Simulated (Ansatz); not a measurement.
# C2H8OSn: how energies converge with the basis set

An exercise on one series of results from a longer session: the logs are not shown, and one member is left open.

Method: one geometry, several basis sets; program: Ansatz 0.2.0, Gaussian basis.

Plan: PBE0-D4/def2-SVP; ωB97M-V/def2-SVP; PBE0-D4/def2-QZVPP; ωB97M-V/def2-QZVPP; the functionals' def2-TZVPP values are taken from earlier runs.

1 further run of the same task is left out (for a known fault of the program).

## The relaxed structure

An earlier PBE0-D4 in a triple-zeta def2 set relaxation fixed the geometry. Sn takes the def2 core potential; no spin-orbit term is included.

12 atoms, charge 0, spin multiplicity 1.

Atoms are counted from 1 here; the program's logs count them from 0.

Bond lengths: C1–C2 1.511 Å, C1–H5 1.092 Å, C1–H6 1.093 Å, C1–H7 1.092 Å, C2–O3 1.408 Å, C2–H8 1.102 Å, C2–H9 1.102 Å, O3–Sn4 1.967 Å, Sn4–H10 1.709 Å, Sn4–H11 1.698 Å, Sn4–H12 1.709 Å. Angles: C2–C1–H5 110.3°, C2–C1–H6 110.7°, C2–C1–H7 110.3°, H5–C1–H6 108.6°, H5–C1–H7 108.2°, H6–C1–H7 108.6°, C1–C2–O3 109.1°, C1–C2–H8 109.5°, C1–C2–H9 109.5°, O3–C2–H8 111.0°, O3–C2–H9 111.0°, H8–C2–H9 106.7°, C2–O3–Sn4 118.9°, O3–Sn4–H10 107.5°, O3–Sn4–H11 103.9°, O3–Sn4–H12 107.5°, H10–Sn4–H11 113.3°, H10–Sn4–H12 110.9° and more.

The first run:

Contents of in.yaml:

```yaml
crystal:
  periodic: [false, false, false]
  atoms:
    - {symbol: C, position_ang: [-1.209525, 1.570029, 0.345170]}
    - {symbol: C, position_ang: [-0.125243, 0.527413, 0.483751]}
    - {symbol: O, position_ang: [-0.171860, -0.335247, -0.628259]}
    - {symbol: Sn, position_ang: [1.126405, -1.808381, -0.745430]}
    - {symbol: H, position_ang: [-2.190358, 1.092792, 0.295023]}
    - {symbol: H, position_ang: [-1.198128, 2.254894, 1.197263]}
    - {symbol: H, position_ang: [-1.064334, 2.149142, -0.569078]}
    - {symbol: H, position_ang: [-0.269498, -0.030555, 1.422901]}
    - {symbol: H, position_ang: [0.855371, 1.024525, 0.557729]}
    - {symbol: H, position_ang: [2.688791, -1.115352, -0.765411]}
    - {symbol: H, position_ang: [0.722034, -2.593306, -2.196374]}
    - {symbol: H, position_ang: [0.913145, -2.791256, 0.636714]}
basis:
  gaussian: {orbitals: def2-SVP}
hamiltonian: {xc: pbe0, dispersion: d4}
output: {orbitals: {seedname: orbitals}}
```

Run with:

```sh
$ ansatz run in.yaml --threads 4 --pin off --events-out ev --progress --plain --max-ram 10444MiB
```

Among the steps run: PBE0-D4 in def2-SVP; ωB97M-V in def2-SVP; PBE0-D4 in def2-QZVPP; ωB97M-V in def2-QZVPP.

One of the session's tables, all rows but one given; the rest of the session is left out.

It belongs to the step «Density functionals: the series». 

```
functional       basis  HOMO (eV)  LUMO (eV)
   PBE0-D4    def2-SVP      -7.29      -0.03
   PBE0-D4  def2-TZVPP          ?          ?
   PBE0-D4  def2-QZVPP      -7.48      -0.42
   ωB97M-V    def2-SVP      -9.65       1.70
   ωB97M-V  def2-TZVPP      -9.83       1.10
   ωB97M-V  def2-QZVPP      -9.87       0.85
```

**Question.** Estimate the row for PBE0-D4, def2-TZVPP.

As computed: HOMO (eV): -7.44; LUMO (eV): -0.35. In the column «HOMO (eV)» it lies between PBE0-D4, def2-QZVPP (-7.48) and PBE0-D4, def2-SVP (-7.29).
